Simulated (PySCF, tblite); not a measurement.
# C4H7BFN: geometry, infrared bands and NMR shifts

What infrared bands and NMR shifts should C4H7BFN (`[BH3-][N+]#C/C=C\CF`) show?

The runs use tblite 0.8.0 and PySCF 2.14.0, with density-fitted response routines of our own; the level of theory stands in each step. All values are computed, except where a source is named. Atoms are numbered from 0 throughout.

### 1 Starting geometry

14 atoms, charge 0, multiplicity 1; geometry from: force field or distance geometry start.

Bonds of the start (Å): B0–N1 1.50, N1–C2 1.15, C2–C3 1.45, C3–C4 1.33, C4–C5 1.51, C5–F6 1.38, B0–H7 1.19, B0–H8 1.19, B0–H9 1.19, C3–H10 1.08, C4–H11 1.08, C5–H12 1.10, C5–H13 1.12.

### 2 Geometry optimisation with GFN2-xTB

What the job is given:

```
{"job": {"kind": "relax", "xc": "GFN2-xTB", "basis": "xTB"}, "charge": 0, "multiplicity": 1}
B      2.905800     0.199000    -0.039600
N      1.472900     0.315900     0.375200
C      0.380700     0.392000     0.716600
C     -1.008000     0.506900     1.111200
C     -2.014300     0.034200     0.379200
C     -1.809600    -0.633400    -0.957700
F     -3.023900    -0.999700    -1.493900
H      3.510700    -0.426400     0.771300
H      3.375500     1.288200    -0.125600
H      2.950500    -0.343700    -1.092200
H     -1.231400     0.970000     2.066400
H     -3.029300     0.145400     0.742600
H     -1.306600     0.067600    -1.646100
H     -1.173700    -1.541300    -0.829600
```

Command:

```console
> OMP_NUM_THREADS=1 python probes_run.py task.json out
```

This one command runs all jobs of the session in turn.

**Question.** This job is followed by: GFN2-xTB harmonic vibrations, gas phase; GIAO PBE0/pcSseg-1 NMR shielding, non-relativistic, gas phase. Predict these results of the whole session: strongest single infrared mode (GFN2-xTB); zero-point energy (GFN2-xTB); 13C shifts against TMS (PBE0/pcSseg-1); 1H shifts against TMS (PBE0/pcSseg-1, means over atoms taken as alike); 11B shifts against BF3·OEt2 (PBE0/pcSseg-1); 15N shifts against NH3 (PBE0/pcSseg-1); 19F shifts against CFCl3 (PBE0/pcSseg-1); surface potential, 1st and 99th percentile.

The runs gave:

| quantity | value |
| --- | --- |
| strongest single infrared mode (GFN2-xTB) | 2320 cm⁻¹, 362 km/mol |
| zero-point energy (GFN2-xTB) | 62.3 kcal/mol |
| 13C shifts against TMS (PBE0/pcSseg-1) | 172.4, 109.3, 99.9, 86.3 ppm |
| 1H shifts against TMS (PBE0/pcSseg-1, means over atoms taken as alike) | 7.57, 5.83, 5.61, 2.14 ppm |
| 11B shifts against BF3·OEt2 (PBE0/pcSseg-1) | -43.0 ppm |
| 15N shifts against NH3 (PBE0/pcSseg-1) | 266.8 ppm |
| 19F shifts against CFCl3 (PBE0/pcSseg-1) | -257.8 ppm |
| surface potential, 1st and 99th percentile | -1.38 V and 1.85 V |

**Reading.** The optimisation took 21 steps and gained 0.161 eV; among the close pairs (by a distance rule), C2–C3 changed most, from 1.448 to 1.394 Å. The lowest mode is slightly imaginary (10i cm⁻¹), a soft motion within the noise of the Hessian, so the minimum is not strictly shown. The strongest single mode, at 2320 cm⁻¹, moves mainly C2 and N1. Unscaled tight-binding wavenumbers are off by several per cent, some by more. Its intensities can rank the bands wrongly. At PBE0/pcSseg-1: The largest span, 353 ppm, is at N1, where the paramagnetic term is -329 ppm. At PBE0/pcSseg-1, counted by nearest atom on the grid, the HOMO lies on H7, H8 about 27 % each; B0 13 %, the LUMO on C4 32 %; N1 16 %.
